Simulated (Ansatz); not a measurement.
**AlGaH4: ionisation energy by level of theory**

One table from this session's results is given with a row withheld; the runs are named, their logs left out.

The runs use Ansatz 0.2.0, Gaussian basis; unrestricted cation, the program's frozen cores in correlated methods.

Plan: UKS PBE-D4/def2-TZVPP; UKS r2SCAN-D4/def2-TZVPP; UKS PBE0-D4/def2-TZVPP; UKS B3LYP-D4/def2-TZVPP; UKS wB97X-V/def2-TZVPP; UKS wB97M-V/def2-TZVPP; UKS B2PLYP/def2-TZVPP; UHF-CCSD(T)/def2-TZVPP; UHF-MP2/def2-QZVPP; extrapolation to the limit; then −ε(HOMO) from the neutral's earlier runs with LDA (SPW92), PBE-D4, revPBE-D4, BLYP-D4, r2SCAN-D4, B97M-V, PBE0-D4, B3LYP-D4, r2SCANh-D4, r2SCAN0-D4, HSE06-D4, BHLYP-D4, CAM-B3LYP-D4, LC-ωPBE, ωB97X-V, ωB97M-V.

**The geometry**

All runs share one geometry, relaxed beforehand with PBE0-D4 in a triple-zeta def2 set.

6 atoms, charge 0, spin multiplicity 1.

Atoms are counted from 1 here; the program's logs count them from 0.

Bond lengths: Al1–Ga2 2.446 Å, Al1–H3 1.582 Å, Al1–H4 1.582 Å, Al1–H5 1.713 Å, Ga2–H6 1.592 Å. Angles: Ga2–Al1–H3 114.1°, Ga2–Al1–H4 113.7°, Ga2–Al1–H5 54.3°, H3–Al1–H4 128.1°, H3–Al1–H5 111.8°, H4–Al1–H5 111.6°, Al1–Ga2–H6 143.5°.

The first run:

in.yaml

```yaml
crystal:
  periodic: [false, false, false]
  atoms:
    - {symbol: Al, position_ang: [-0.037113, -1.036675, -0.021971]}
    - {symbol: Ga, position_ang: [-0.433748, 1.326780, -0.510416]}
    - {symbol: H, position_ang: [-1.139585, -1.699990, 0.898294]}
    - {symbol: H, position_ang: [0.928338, -1.745837, -1.055476]}
    - {symbol: H, position_ang: [0.727897, 0.286031, 0.752576]}
    - {symbol: H, position_ang: [-0.003689, 2.805693, -0.109206]}
basis:
  gaussian: {orbitals: def2-TZVPP}
total_charge: 1
magnetization: {spin_polarized: true, initial_magnetization: 1}
hamiltonian: {xc: pbe, dispersion: d4}
```

The run is started by

```
$ ansatz run in.yaml --threads 2 --pin off --events-out ev --progress --plain --max-ram 4352MiB
```

Among the steps run: Cation, UKS PBE-D4/def2-TZVPP; Cation, UKS r2SCAN-D4/def2-TZVPP; Cation, UKS PBE0-D4/def2-TZVPP; Cation, UKS B3LYP-D4/def2-TZVPP; Cation, UKS wB97X-V/def2-TZVPP; Cation, UKS wB97M-V/def2-TZVPP; Cation, UKS B2PLYP (frozen core)/def2-TZVPP; Cation, UHF-CCSD(T)/def2-TZVPP; Cation, UHF-MP2/def2-QZVPP.

One table of the session follows, with a row left open; its other results are not shown here.

Orbital estimates, from the neutral's runs:

| functional | −ε(HOMO) (eV) |
| --- | --- |
| LDA (SPW92) | 5.95 |
| PBE-D4 | 5.83 |
| revPBE-D4 | 5.79 |
| BLYP-D4 | 5.72 |
| r2SCAN-D4 | 6.06 |
| B97M-V | 6.09 |
| PBE0-D4 | 6.73 |
| B3LYP-D4 | 6.60 |
| r2SCANh-D4 | ? |
| r2SCAN0-D4 | 6.89 |
| HSE06-D4 | 6.34 |
| BHLYP-D4 | 7.54 |
| CAM-B3LYP-D4 | 7.93 |
| LC-ωPBE | 9.12 |
| ωB97X-V | 8.84 |
| ωB97M-V | 8.71 |

**Question.** Estimate the row for r2SCANh-D4.

Worked estimate for «−ε(HOMO) (eV)». Against the share of exact exchange, r2SCAN-D4 (0, 6.06), r2SCAN0-D4 (0.25, 6.89) give a slope of 3.32 per unit share; at 0.1 the line stands at 6.39.

**Answer.** −ε(HOMO) (eV): 6.39. In «−ε(HOMO) (eV)» the line misses by 0.00.
